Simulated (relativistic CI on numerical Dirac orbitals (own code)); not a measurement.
# K VI (K⁵⁺): levels and lines

The task is the spectrum of K⁵⁺: levels, purity of their labels, lifetimes and lines; further runs change one setting each.

Program: relativistic CI on numerical Dirac orbitals (own code) version 4. Level of theory: Dirac-Coulomb-Breit CI, KLI orbitals optimised for each configuration, model QED (radiative potential, 1s self-energy scaled to tabulated hydrogen-like ionisation energies), valence Slater integrals scaled by 0.85, P86 correlation energy added to each configuration. These are calculated values, not measurements, unless marked.

### Step 1. What is computed

* ion: K⁵⁺ (K VI)
* nuclear charge: 19
* electrons: 14
* isotope: A = 39
* first configuration typed: [Ne] 3s2 3p2

Outer shells as boxes (Hund's rule):

first configuration typed
```
[Ne] core
3s [↑↓]
3p [↑ ][↑ ][  ]
```

### Step 2. Base run

Settings of the run:

```ini
atom K  Z=19  charge=5  electrons=14
nucleus A=39  rms_radius_fm=3.4349
hamiltonian dirac-coulomb  breit=on  qed=on  c_scale=1
orbitals kli  potential=per-configuration
slater_scale 0.85
correlation p86
mixing on
configurations
  [Ne] 3s2 3p2
  [Ne] 3s 3p3
  [Ne] 3s2 3p 3d
  [Ne] 3p4
  [Ne] 3s 3p2 3d
  [Ne] 3s2 3p 4s
  [Ne] 3p3 3d
  [Ne] 3s2 3p 4p
  [Ne] 3s 3p 3d2
  [Ne] 3s2 3p 4d
  [Ne] 3s2 3p 4f
  [Ne] 3s 3p2 4s
  [Ne] 3s2 3p 5s
  [Ne] 3s2 3p 5p
  [Ne] 3s 3p2 4p
  [Ne] 3s2 3p 5d
  [Ne] 3s2 3p 5f
  [Ne] 3s2 3p 5g
  [Ne] 3s2 3p 6s
  [Ne] 3s 3p2 4d
  [Ne] 3s2 3p 6p
  [Ne] 3s2 3p 6d
  [Ne] 3s 3p2 4f
  [Ne] 3s2 3d 4p
  [Ne] 3s 3p2 5s
  [Ne] 3p3 4s
  [Ne] 3s 3p2 5p
  [Ne] 3s 3p2 5d
  [Ne] 3s 3p 3d 4s
  [Ne] 3p3 4p
  [Ne] 3s 3p2 5f
  [Ne] 3s 3p2 5g
  [Ne] 3s 3p2 6s
  [Ne] 3s2 3d2
  [Ne] 3s 3d3
  [Ne] 3p2 3d2
  [Ne] 3p 3d3
  [Ne] 3p 3d2 4s
  [Ne] 3p 3d2 4p
  [Ne] 3p 3d2 4d
  [Ne] 3s2 3d 4s
  [Ne] 3s 3d2 4s
end
```

The run is started by

```console
$ python run_levels.py task.json out
```

The settings of every run stand in task.json; they run in order.

### Step 4. Slater integrals scaled by 1

Settings: those of step 2 with these lines changed.

```diff
@@ -4,3 +4,3 @@
 orbitals kli  potential=per-configuration
-slater_scale 0.85
+slater_scale 1
 correlation p86
```

### Step 5. No correlation estimate

Settings: those of step 4 with these lines changed.

```diff
@@ -4,4 +4,4 @@
 orbitals kli  potential=per-configuration
-slater_scale 1
-correlation p86
+slater_scale 0.85
+correlation none
 mixing on
```

### Step 6. The first configuration alone

Settings of the run:

```ini
atom K  Z=19  charge=5  electrons=14
nucleus A=39  rms_radius_fm=3.4349
hamiltonian dirac-coulomb  breit=on  qed=on  c_scale=1
orbitals kli  potential=per-configuration
slater_scale 0.85
correlation p86
mixing on
configurations
  [Ne] 3s2 3p2
end
```

### Step 7. One common potential

Settings of the run:

```ini
atom K  Z=19  charge=5  electrons=14
nucleus A=39  rms_radius_fm=3.4349
hamiltonian dirac-coulomb  breit=on  qed=on  c_scale=1
orbitals kli  potential=mean
slater_scale 0.85
correlation p86
mixing on
configurations
  [Ne] 3s2 3p2
  [Ne] 3s 3p3
  [Ne] 3s2 3p 3d
  [Ne] 3p4
  [Ne] 3s 3p2 3d
  [Ne] 3s2 3p 4s
  [Ne] 3p3 3d
  [Ne] 3s2 3p 4p
  [Ne] 3s 3p 3d2
  [Ne] 3s2 3p 4d
  [Ne] 3s2 3p 4f
  [Ne] 3s 3p2 4s
  [Ne] 3s2 3p 5s
  [Ne] 3s2 3p 5p
  [Ne] 3s 3p2 4p
  [Ne] 3s2 3p 5d
  [Ne] 3s2 3p 5f
  [Ne] 3s2 3p 5g
  [Ne] 3s2 3p 6s
  [Ne] 3s 3p2 4d
  [Ne] 3s2 3p 6p
  [Ne] 3s2 3p 6d
  [Ne] 3s 3p2 4f
  [Ne] 3s2 3d 4p
  [Ne] 3s 3p2 5s
  [Ne] 3p3 4s
  [Ne] 3s 3p2 5p
  [Ne] 3s 3p2 5d
  [Ne] 3s 3p 3d 4s
  [Ne] 3p3 4p
  [Ne] 3s 3p2 5f
  [Ne] 3s 3p2 5g
  [Ne] 3s 3p2 6s
  [Ne] 3s2 3d2
  [Ne] 3s 3d3
  [Ne] 3p2 3d2
  [Ne] 3p 3d3
  [Ne] 3p 3d2 4s
  [Ne] 3p 3d2 4p
  [Ne] 3p 3d2 4d
  [Ne] 3s2 3d 4s
  [Ne] 3s 3d2 4s
end
```

(Steps that only read results are left out.)

Before running it: what results should come out? Wanted: lowest level; first excitation; lowest level of the other parity; fastest E1 line; ionisation energy; mean error of paired levels.

**Answer**, as computed:

| run | time | mean size of shift, levels followed (cm⁻¹) | lowest level | ionisation energy (eV) | mean error to measured (cm⁻¹) |
| --- | --- | --- | --- | --- | --- |
| main run | 1.9 s | 0 | 3p2 3P0 | 99.623 | 1560 |
| Slater integrals scaled by 1 | 1.8 s | 2369 | 3p2 3P0 | 99.808 | - |
| no correlation estimate | 1.9 s | 432 | 3p2 3P0 | 98.396 | 1270 |
| the first configuration alone | 0.029 s | 1173 | 3p2 3P0 | - | - |
| one common potential | 1.2 s | 43.8 | 3p2 3P0 | - | 1913 |

The semi-empirical ionisation energy (NIST) is 99.44 eV.

| quantity | value |
| --- | --- |
| lowest level | 3p2 3P0 |
| first excitation | 3p2 3P1, 1130.6 cm⁻¹ |
| lowest level of the other parity | 3s 3p3 5S°2, 104308 cm⁻¹ |
| levels in the model | 1886 |
| fastest E1 line (by rate) to the lowest level among the lowest 400 of 1886 levels | 38.31 nm, from 3p 3d 3D°1 |
| ionisation energy | 99.623 eV |
| ionisation energy, semi-empirical (NIST) | 99.44 eV |
| mean error of paired levels | 1560 cm⁻¹ over 25 |

The lowest level is 3p2 3P0, 96 % pure in LS and 70 % in jj coupling; over the low levels the means are 92 and 65 %, so LS coupling describes them better. The ionisation energy agrees with the semi-empirical value within its uncertainty of 0.2 eV. The largest mover is «Slater integrals scaled by 1» (2369 cm⁻¹ on average). The run «no correlation estimate» comes nearer the measured levels than the main run (1270 against 1560 cm⁻¹). The scale of 0.85 was itself chosen against such measured levels. Lifetimes count radiative decay inside the model alone.
